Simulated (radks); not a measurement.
# Valence configurations of Tc

NIST gives [Kr] 4d5 5s2 as the ground configuration of Tc. Does this level of theory agree? Several fillings of the valence shells are run.

Program: radks (a radial shooting solver on a logarithmic mesh, Libxc functionals) version 1. Level of theory: scalar-relativistic Kohn-Sham, r2SCAN, spin-polarised, spherical densities, finite nucleus; open shells are filled with parallel spins first. These are calculated values, not measurements, unless marked.

## Step 1: The atom as given

```
element            : technetium (Z = 43)
charge             : 0
electrons          : 43
configuration      : [Kr] 4d5 5s2
nuclear rms radius : 4.4112 fm
others tried       : 4d4.5 5s2 5p0.5; 4d6 5s1; 4d5 5s1 5p1; 4d5 5s1.5 5p0.5; 4d4 5s1.5 5p1.5; 4d3.5 5s2 5p1.5; 4d4 5s2 5p1; 4d3 5s2 5p2; 4d5.5 5s0.5 5p1
```

Outer shells as boxes (Hund's rule):

Tc
```
[Kr] core
4d [↑ ][↑ ][↑ ][↑ ][↑ ]
5s [↑↓]
```

## Step 2: [Kr] 4d5 5s2

The run's settings:

```text
Z 43
configuration [Kr] 4d5 5s2
relativity scalar-relativistic
functional r2scan,r2scan
spin polarised
nucleus finite rms 4.4112 fm
c 137.035999084
```

## Step 3: [Kr] 4d4.5 5s2 5p0.5

Changes since step 2:

```diff
@@ -1,3 +1,3 @@
 Z 43
-configuration [Kr] 4d5 5s2
+configuration [Kr] 4d4.5 5s2 5p0.5
 relativity scalar-relativistic
```

## Step 4: [Kr] 4d6 5s1

Changes since step 3:

```diff
@@ -1,3 +1,3 @@
 Z 43
-configuration [Kr] 4d4.5 5s2 5p0.5
+configuration [Kr] 4d6 5s1
 relativity scalar-relativistic
```

## Step 5: [Kr] 4d5 5s1 5p1

Changes since step 4:

```diff
@@ -1,3 +1,3 @@
 Z 43
-configuration [Kr] 4d6 5s1
+configuration [Kr] 4d5 5s1 5p1
 relativity scalar-relativistic
```

## Step 6: [Kr] 4d5 5s1.5 5p0.5

Changes since step 5:

```diff
@@ -1,3 +1,3 @@
 Z 43
-configuration [Kr] 4d5 5s1 5p1
+configuration [Kr] 4d5 5s1.5 5p0.5
 relativity scalar-relativistic
```

## Step 7: [Kr] 4d4 5s1.5 5p1.5

The run's settings:

```text
Z 43
configuration [Kr] 4d4 5s1.5 5p1.5
relativity scalar-relativistic
functional r2scan,r2scan
spin polarised
nucleus finite rms 4.4112 fm
c 137.035999084
```

## Step 8: [Kr] 4d3.5 5s2 5p1.5

The run's settings:

```text
Z 43
configuration [Kr] 4d3.5 5s2 5p1.5
relativity scalar-relativistic
functional r2scan,r2scan
spin polarised
nucleus finite rms 4.4112 fm
c 137.035999084
```

## Step 9: [Kr] 4d4 5s2 5p1

The run's settings:

```text
Z 43
configuration [Kr] 4d4 5s2 5p1
relativity scalar-relativistic
functional r2scan,r2scan
spin polarised
nucleus finite rms 4.4112 fm
c 137.035999084
```

## Step 10: [Kr] 4d3 5s2 5p2

Changes since step 9:

```diff
@@ -1,3 +1,3 @@
 Z 43
-configuration [Kr] 4d4 5s2 5p1
+configuration [Kr] 4d3 5s2 5p2
 relativity scalar-relativistic
```

## Step 11: [Kr] 4d5.5 5s0.5 5p1

Changes since step 10:

```diff
@@ -1,3 +1,3 @@
 Z 43
-configuration [Kr] 4d3 5s2 5p2
+configuration [Kr] 4d5.5 5s0.5 5p1
 relativity scalar-relativistic
```

What does the calculation give? Wanted: for each run, valence; E − E(NIST configuration); moment; highest level; its energy; 1s shift.

As calculated:

| valence | E − E(NIST configuration) (eV) | moment (μB) | highest level | its energy (eV) | 1s shift (eV) |
| --- | --- | --- | --- | --- | --- |
| 4d5 5s2 | 0.000 | 5 | 5s down | -4.344 | +0.00 |
| 4d6 5s1 | 0.511 | 5 | 4d down | -2.010 | +3.21 |
| 4d5 5s1.5 5p0.5 | 1.205 | 6 | 5p up | -2.097 | -0.60 |
| 4d5 5s1 5p1 | 1.735 | 7 | 5p up | -2.522 | -0.99 |
| 4d5.5 5s0.5 5p1 | 3.121 | 6 | 5p up | -2.259 | +0.46 |
| 4d4.5 5s2 5p0.5 | 3.752 | 5 | 5p up | -2.239 | -2.69 |
| 4d4 5s2 5p1 | 8.058 | 5 | 5p up | -2.931 | -5.41 |
| 4d4 5s1.5 5p1.5 | 9.258 | 6 | 5p up | -3.403 | -5.89 |
| 4d3.5 5s2 5p1.5 | 12.935 | 5 | 5p up | -3.564 | -8.20 |
| 4d3 5s2 5p2 | 18.393 | 5 | 5p up | -4.158 | -11.05 |

**Reading.** Theory agrees with NIST among these: the next, 4d6 5s1, lies 0.511 eV higher. The energies are those of spherical high-spin densities, not of single terms. The 1s eigenvalue shifts by up to 11.05 eV as the valence charge is rearranged.
